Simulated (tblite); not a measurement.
# C2H9ClO4Si4: the cost of one run

Computed with tblite 0.8.0 (tight binding) and PySCF 2.14.0 (DFT, with response routines of our own); each step states its level. Atoms count from 0 throughout.

### 1 The starting structure

20 atoms, charge 0, multiplicity 1; geometry from: MMFF94s geometry. This is the first candidate.

Bonds of the start (Å): C0–C1 1.36, C0–H11 1.08, C0–H12 1.09, C1–H13 1.08, C1–Si2 1.82, O3–Si4 1.67, O6–Si7 1.66, O8–Si9 1.66, Si2–H14 1.48, Si2–O10 1.67, Si2–O3 1.65, Si4–Cl5 2.03, Si4–H15 1.48, Si4–O6 1.65, Si7–H16 1.48, Si7–O10 1.65, Si7–O8 1.65, Si9–H17 1.48, Si9–H18 1.48, Si9–H19 1.48.

### 2 GFN2-xTB relaxation, isomer A, conformer 1

The job: settings as JSON, then the geometry in Å.

```
{"job": {"xc": "GFN2-xTB", "basis": "xTB", "kind": "relax"}, "charge": 0, "multiplicity": 1}
C      3.132500     1.530900     1.337800
C      2.482200     1.993800     0.241500
Si     1.399100     1.025600    -0.858900
O      1.850900    -0.557700    -0.983700
Si     1.068500    -1.971400    -0.563800
Cl     2.042800    -2.745300     1.041000
O     -0.464700    -1.593900    -0.071800
Si    -1.161700    -0.132600     0.293500
O     -2.671400    -0.045300    -0.361500
Si    -4.197800    -0.616000    -0.049900
O     -0.191000     1.045200    -0.338400
H      3.748000     2.193300     1.929900
H      3.045100     0.503600     1.684000
H      2.602500     3.027100    -0.043400
H      1.439100     1.636700    -2.211600
H      1.067000    -2.947500    -1.670000
H     -1.242700     0.024900     1.760100
H     -5.132200    -0.119800    -1.088500
H     -4.184900    -2.094400    -0.074900
H     -4.636500    -0.146500     1.286200
```

On the command line:

```console
$ OMP_NUM_THREADS=1 python ens_run.py task.json out
```

The driver reads the study from task.json and runs its stages one after another.

Q: Estimate the wall time of this first job on 1 thread of Arm Neoverse V2, shared host.

About 2.8 s.
